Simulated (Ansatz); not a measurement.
# CoNiO2 (P4/mmm) in Ansatz: equation of state, part 2 of 2

Ansatz 0.2.0. The steps go on from the part before.

### Step 5. Single point, PBEsol, collinear spin, ferromagnetic start, 9.59 Å³/atom

input.yaml

```yaml
crystal:
  lattice:
    - [3.014333, 0.0, 0.0]
    - [0.0, 3.014333, 0.0]
    - [0.0, 0.0, 4.222285]
  atoms:
    - { symbol: Ni, position: [0.0, 0.0, 0.0], spin: 1.0 }
    - { symbol: Co, position: [0.5, 0.5, 0.5], spin: 2.0 }
    - { symbol: O, position: [0.0, 0.0, 0.5] }
    - { symbol: O, position: [0.5, 0.5, 0.0] }
hamiltonian:
  xc: pbesol
  pseudopotentials: { kind: paw }
magnetization:
  spin_polarized: true
kpoints:
  mp_grid: { grid: [9, 9, 6] }
scf:
  occupations: { method: fermi_dirac, width: 0.05 }
output:
  forces: true
  stress: true
  eigenvalues: true
```

Potentials or basis: Ansatz PAW.

The run is started by

```sh
$ ansatz run input.yaml --threads 2 --pin off --max-ram 5632MiB --backend cpu --events-out ev --progress --plain --runs-dir out
```

The log of the run:

```text
Warning: RAYON_NUM_THREADS=2 ignored (pool sized by the plan → 2); use --threads N
Engine: ansatz 0.2.0, aarch64-unknown-linux-gnu
Pseudopotentials: kind: paw
Pseudopotential: Ni, paw, valence charge 18, recommended cutoff 420 eV (normal), Ni.paw.azcp
Pseudopotential: Co, paw, valence charge 17, recommended cutoff 420 eV (normal), Co.paw.azcp
Pseudopotential: O, paw, valence charge 6, recommended cutoff 420 eV (normal), O.paw.azcp
Functional definition: PBEsol
  exchange = pbesol_x
  correlation = pbesol_c
Crystal: 4 atoms, lattice volume = 38.365 Å³
Basis set: ecut = 420 eV, 727 PW (Γ), exchange–correlation on 48×48×60 points (8 copies of the dense FFT grid, shifted against one another)
Bands: 30, of which v1, the nominal top of the filled ones, is band 24 counted from 1 (23 counted from 0)
Symmetry: 16 space group operations
Space group: P4/mmm (ITA 123), of the structure as read, at distance tolerance 3.4e-5 Å
Magnetic group: BNS 123.339 (UNI 999), of the structure as read, at distance tolerance 3.4e-5 Å
k-points: 60 of 486
Non-local potential: Ni, projectors of the file, l = 0: 3, l = 1: 2, l = 2: 3, l = 3: 1
Non-local potential: Co, projectors of the file, l = 0: 3, l = 1: 2, l = 2: 3, l = 3: 1
Non-local potential: O, projectors of the file, l = 0: 2, l = 1: 2, l = 2: 1
PAW form: soft (Blöchl's): semilocal exchange-correlation on the pseudo side does not see the compensation charge
PAW frozen core: Ni, regenerated for the run's functional, and the local potential with it (the file was generated under x = pbe(κ = 0.804, μ = 0.2195149727645171), c = pbe(β = 0.06672455060314922))
PAW frozen core: Co, regenerated for the run's functional, and the local potential with it (the file was generated under x = pbe(κ = 0.804, μ = 0.2195149727645171), c = pbe(β = 0.06672455060314922))
PAW frozen core: O, regenerated for the run's functional, and the local potential with it (the file was generated under x = pbe(κ = 0.804, μ = 0.2195149727645171), c = pbe(β = 0.06672455060314922))
PAW one-centre angular grid: Ni, 590 points (default); XC on 64 Gauss nodes
PAW one-centre angular grid: Co, 590 points (default); XC on 64 Gauss nodes
PAW one-centre angular grid: O, 110 points (default); XC on 64 Gauss nodes
Initial density: superposition of atomic densities (chi_scale 0.1, normalization cell, long waves kept (reshape's long-wave potential 0.00 eV rms))
Starting moments: Σ|m| = 3 μB on 2 of 4 sites
Initial wavefunctions: pseudopotential atomic-orbital guess
Functional: x = pbesol(κ = 0.804, μ = 0.12345679012345678), c = pbesol(β = 0.046)
[... 30 lines left out ...]
SCF converged after 23 iterations
Magnetization: 4.5483 μB (25.7742 up, 21.2258 down)
Absolute magnetization: 4.5699 μB (∫|ρ↑−ρ↓|, with the PAW one-centre terms)
Spin contamination: 0.0154 ħ² per cell (⟨S²⟩ above its minimum at these occupations)
Per-site moments (μB) at R_I (Å): [(1.3361315982567672, 0.8708462812500001), (2.4341133119411005, 0.8708462812500001), (0.31237022688371985, 0.8708462812500001), (0.2899582226028351, 0.8708462812500001)]
Free energy (F): -12016.417952 eV
Harris-Foulkes:  -12016.417952 eV  (|F-HF|=9.80e-9)
Internal energy: -12016.357407 eV  (E = F + TS)
E sigma→0 (E₀):  -12016.387680 eV
Entropy (-TS):   -0.060545 eV (-15.136 meV/atom)
Fermi energy:    13.546243 eV
--- Per-component energies (eV) ---
  E_band       = -652.480295
  E_kinetic    = 1066.726572
  E_local      = -7512.148935  (includes V_loc(G=0)·N_el)
  E_nonlocal   = 1209.951677
  E_hartree    = 3083.415287
  E_xc         = -380.001803
  E_vxc        = -490.402113  (∫ρ·V_xc dr)
  E_paw        = -3390.056801  (= ΣΔE_a)
  E_vpaw       = -1093.443930  (= ΣTr[D̂ρ^β])
  E_aug_tail   = 0.005484  (compensation charges beyond the density's cutoff)
  E_ewald      = -6094.705173
  E_core_change = 0.456284  (= ΣΔE_core)
  E_smearing   = -0.060545  (= −TS)
  E_closure    = -0.000000  (closes the sum)
  Σ components = -12016.417952   (vs F -12016.417952, Δ=0.00e0)
--- Forces (eV/Å), atoms counted from 1 ---
  atom   1  Ni    -0.00000000     0.00000000     0.00000000
  atom   2  Co     0.00000000     0.00000000     0.00000000
  atom   3  O     -0.00000000     0.00000000     0.00000000
  atom   4  O      0.00000000     0.00000000     0.00000000
  max |Σ_I F_I| component: 9.07e-30 eV/Å
--- Stress (GPa, compression-positive) ---
      -12.475078       0.000000       0.000000
        0.000000     -12.475078       0.000000
        0.000000       0.000000     -10.861367
  P = ⅓ Tr σ = -11.9372 GPa (-119.372 kbar)
--- Band table (eV; the first three rows and the last of 120) ---
  k-point 0 ↑: bands = ["-90.2160", "-82.9863", "-50.8075", "-50.7288", "-50.7288", "-46.4849", "-46.4849", "-46.2137", "-6.5857", "-5.2519", "6.7347", "9.1880", "9.1880", "9.7064", "10.3871", "10.4446", "10.4654", "10.4654", "10.5656", "10.7778", "10.7778", "10.9375", "11.0245", "11.4531", "11.9017", "11.9017", "14.5269", "19.2365", "23.4705", "25.0967"]
  k-point 1 ↑: bands = ["-90.2160", "-82.9863", "-50.8076", "-50.7288", "-50.7288", "-46.4849", "-46.4849", "-46.2138", "-6.4870", "-5.3220", "6.6313", "9.1443", "9.1836", "9.1836", "9.7449", "10.0559", "10.0559", "10.3994", "10.8955", "11.0114", "11.1957", "11.1957", "11.3878", "11.6501", "11.9585", "11.9585", "15.2419", "19.3799", "23.5205", "25.2287"]
  k-point 2 ↑: bands = ["-90.2160", "-82.9863", "-50.8076", "-50.7288", "-50.7288", "-46.4849", "-46.4849", "-46.2140", "-6.2233", "-5.5297", "6.5838", "7.8476", "9.2105", "9.2105", "9.6265", "9.6265", "9.8318", "10.4257", "10.8015", "10.9837", "11.6182", "11.6182", "11.7749", "11.9355", "12.0638", "12.0638", "16.8211", "19.3437", "24.1707", "25.6380"]
  k-point 59 ↓: bands = ["-88.5465", "-80.0164", "-49.1489", "-49.1267", "-49.1267", "-43.5425", "-43.5425", "-43.4251", "-4.6963", "-4.5641", "7.6363", "7.6635", "7.9046", "7.9854", "8.5878", "8.6345", "12.7175", "12.7194", "13.0552", "13.2547", "13.3187", "13.7528", "13.7683", "14.3004", "14.4819", "15.2568", "22.0047", "22.6448", "23.5334", "23.6154"]
```

Wall time 14 s (2 threads of Arm Neoverse V1, shared host); peak memory 0.43 GiB.

What came out:

- Free energy: -12016.4180 eV
- Pressure: -11.9 GPa
- Band gap on the k mesh: none (metal or under the smearing width)
- Net moment: 4.55 μB per cell
- Absolute moment: 4.57 μB per cell
- Site moments: Ni +1.34; Co +2.43; O +0.31, +0.29 μB

Caveat: the pressure holds a Pulay correction of +0.7 GPa for the finite cutoff; semilocal functionals often make such compounds metallic where correlation or magnetic order opens a gap, which also shifts bond lengths; the PAW data sets come from PBE, with cores solved anew for the run's functional, which leaves a small shift of forces and pressure.

### Step 6. Single point, PBEsol, collinear spin, ferromagnetic start, 9.78 Å³/atom (volume scaled by 1.02)

input.yaml, as its differences from that of step 5:

```diff
@@ -2,5 +2,5 @@
   lattice:
-    - [3.014333, 0.0, 0.0]
-    - [0.0, 3.014333, 0.0]
-    - [0.0, 0.0, 4.222285]
+    - [3.034296052, 0.0, 0.0]
+    - [0.0, 3.034296052, 0.0]
+    - [0.0, 0.0, 4.2502479672]
   atoms:
```

Potentials or basis: Ansatz PAW.

The run is started by

```sh
$ ansatz run input.yaml --threads 2 --pin off --max-ram 5632MiB --backend cpu --events-out ev --progress --plain --runs-dir out
```

Run time: 12 s. Hardware: 2 threads of Arm Neoverse V1, shared host; peak memory 0.44 GiB.

The run converged. Its results:

```yaml
Free_energy: -12016.3544 eV
Pressure: -14.6 GPa
Band_gap_on_the_k_mesh: none (metal or under the smearing width)
Net_moment: 4.63 μB per cell
Absolute_moment: 4.66 μB per cell
Site_moments: Ni +1.37; Co +2.47; O +0.32, +0.30 μB
```

Caveat: the pressure holds a Pulay correction of +0.7 GPa for the finite cutoff; semilocal functionals often make such compounds metallic where correlation or magnetic order opens a gap, which also shifts bond lengths; the PAW data sets come from PBE, with cores solved anew for the run's functional, which leaves a small shift of forces and pressure.

### Step 7. Single point, PBEsol, collinear spin, ferromagnetic start, 9.97 Å³/atom (volume scaled by 1.04)

input.yaml, as its differences from that of step 6:

```diff
@@ -2,5 +2,5 @@
   lattice:
-    - [3.034296052, 0.0, 0.0]
-    - [0.0, 3.034296052, 0.0]
-    - [0.0, 0.0, 4.2502479672]
+    - [3.0539998252, 0.0, 0.0]
+    - [0.0, 3.0539998252, 0.0]
+    - [0.0, 0.0, 4.2778477534]
   atoms:
```

The run is started by

```sh
$ ansatz run input.yaml --threads 2 --pin off --max-ram 5632MiB --backend cpu --events-out ev --progress --plain --runs-dir out
```

It took 13 s on 2 threads of Arm Neoverse V1, shared host; peak memory 0.44 GiB.

It converged, with:

| Quantity | Value |
| --- | --- |
| Free energy | -12016.2784 eV |
| Pressure | -17.0 GPa |
| Band gap on the k mesh | none (metal or under the smearing width) |
| Net moment | 4.72 μB per cell |
| Absolute moment | 4.74 μB per cell |
| Site moments | Ni +1.40; Co +2.50; O +0.33, +0.31 μB |

Caveat: the pressure holds a Pulay correction of +0.7 GPa for the finite cutoff; semilocal functionals often make such compounds metallic where correlation or magnetic order opens a gap, which also shifts bond lengths; the PAW data sets come from PBE, with cores solved anew for the run's functional, which leaves a small shift of forces and pressure.

### Step 8. Single point, PBEsol, collinear spin, ferromagnetic start, 10.17 Å³/atom (volume scaled by 1.06)

input.yaml, as its differences from that of step 7:

```diff
@@ -2,5 +2,5 @@
   lattice:
-    - [3.0539998252, 0.0, 0.0]
-    - [0.0, 3.0539998252, 0.0]
-    - [0.0, 0.0, 4.2778477534]
+    - [3.0734525779, 0.0, 0.0]
+    - [0.0, 3.0734525779, 0.0]
+    - [0.0, 0.0, 4.3050959259]
   atoms:
```

The run is started by

```sh
$ ansatz run input.yaml --threads 2 --pin off --max-ram 5632MiB --backend cpu --events-out ev --progress --plain --runs-dir out
```

Run time: 13 s. Hardware: 2 threads of Arm Neoverse V1, shared host; peak memory 0.44 GiB.

Results (log left out):

- Free energy: -12016.1920 eV
- Pressure: -19.1 GPa
- Band gap on the k mesh: none (metal or under the smearing width)
- Net moment: 4.80 μB per cell
- Absolute moment: 4.83 μB per cell
- Site moments: Ni +1.44; Co +2.53; O +0.34, +0.33 μB

Caveat: the pressure holds a Pulay correction of +0.7 GPa for the finite cutoff; semilocal functionals often make such compounds metallic where correlation or magnetic order opens a gap, which also shifts bond lengths; the PAW data sets come from PBE, with cores solved anew for the run's functional, which leaves a small shift of forces and pressure.

### Step 9. Equation of state, PBEsol, collinear spin, ferromagnetic start

Potentials or basis: Ansatz PAW.

No new run: the results of the series are fitted here.

Results:

| Quantity | Value |
| --- | --- |
| Equilibrium volume | outside the volumes run |

Energy against volume, from the lowest point:
| volume (Å³/atom) | energy (meV/atom) |
| --- | --- |
| 9.016 | 0.00 |
| 9.207 | 7.53 |
| 9.399 | 17.43 |
| 9.591 | 30.03 |
| 9.783 | 45.91 |
| 9.975 | 64.92 |
| 10.167 | 86.52 |
